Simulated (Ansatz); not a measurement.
# HfN: the cost of one run

Program: Ansatz 0.2.0, driven from Python. The levels of theory stand in the script. These are calculated values, not measurements.

**1. Starting point**

The structure is hexagonal, space group P6_3/mmc (No. 194). The conventional cell has a = 3.134 Å, b = 3.134 Å, c = 5.417 Å, α = 90.00°, β = 90.00°, γ = 120.00°. Hf (site symmetry -6m2) has 6 N at 2.26 Å as nearest neighbours. N (site symmetry -3m) is surrounded by 6 Hf at 2.26 Å.

Input file hfn.cif:

```cif
data_HfN
_cell_length_a 3.133908
_cell_length_b 3.133908
_cell_length_c 5.416768
_cell_angle_alpha 90.00000
_cell_angle_beta 90.00000
_cell_angle_gamma 120.00000
_symmetry_space_group_name_H-M 'P 1'
_symmetry_Int_Tables_number 1
loop_
_symmetry_equiv_pos_as_xyz
'x, y, z'
loop_
_atom_site_label
_atom_site_type_symbol
_atom_site_fract_x
_atom_site_fract_y
_atom_site_fract_z
Hf1 Hf    0.666667    0.333333    0.750000
Hf2 Hf    0.333333    0.666667    0.250000
N3 N    0.000000    0.000000    0.000000
N4 N    0.000000    0.000000    0.500000
```

**2. The code**

Input file nc_paw_hfn.py:

```python
"""Two kinds of potentials on HfN."""

import ansatz as az
from ase.io import read
import numpy as np


def count_gap(report):
    # lowest empty less highest filled band, counting bands; zero where they overlap
    return max(report.get("gap_by_band_count_ev") or 0.0, 0.0)

atoms = read("hfn.cif")
system = az.Crystal.from_ase(atoms)

calculation = (
    system.calculation()
    .occupations("fermi_dirac", width=0.05)
    .functional("lda")
    .kpoints(8, 8, 4)
    .stress()
    .forces()  # minus the gradient of the free energy
    .band_table()
)
variants = {
    "PAW": calculation.pseudopotentials("paw"),
    "norm-conserving": calculation.pseudopotentials("nc"),
}
# totals differ by the cores that each treatment holds, so compare what does not depend on them
rows = []
for label, variant in variants.items():
    report = variant.run(threads=1).report
    levels = np.array(report["eigenvalues_ev"][0]) - report["fermi_energy_ev"]
    print(label, "levels at the first k-point near E_F:", np.round(levels[np.abs(levels) < 5], 3))
    rows.append((label, report["n_electrons"], np.trace(report["stress_gpa"]) / 3, float(np.abs(report["forces_ev_ang"]).max()), count_gap(report)))
print("     treatment  electrons in bands           P GPa  max force component eV/A  gap by band count eV")
for row in rows:
    print(f"{str(row[0]):>14s}  {row[1]:18.1f}  {row[2]:14.3f}  {row[3]:24.4f}  {row[4]:20.3f}")
```

**3. The input behind the calls**

The package turns the script's settings into the engine's input (first run):

```yaml
crystal:
  lattice:
    - [3.133908, 0.0, 0.0]
    - [-1.5669539999999993, 2.7140439411232826, 0.0]
    - [0.0, 0.0, 5.416768]
  atoms:
    - { symbol: Hf, position: [0.6666670000000001, 0.333333, 0.75] }
    - { symbol: Hf, position: [0.33333300000000005, 0.6666670000000001, 0.25] }
    - { symbol: "N", position: [0.0, 0.0, 0.0] }
    - { symbol: "N", position: [0.0, 0.0, 0.5] }
kpoints:
  mp_grid:
    grid: [8, 8, 4]
hamiltonian:
  xc: lda
  pseudopotentials:
    kind: paw
scf:
  occupations:
    method: fermi_dirac
    width: 0.05
output:
  forces: true
  stress: true
  eigenvalues: true
```

**4. The run**

Launch:

```
python nc_paw_hfn.py
```

Q: Estimate wall time and peak memory on 1 thread of Arm Neoverse N1, shared host.

About 18 s, with a peak of 0.5 GiB.
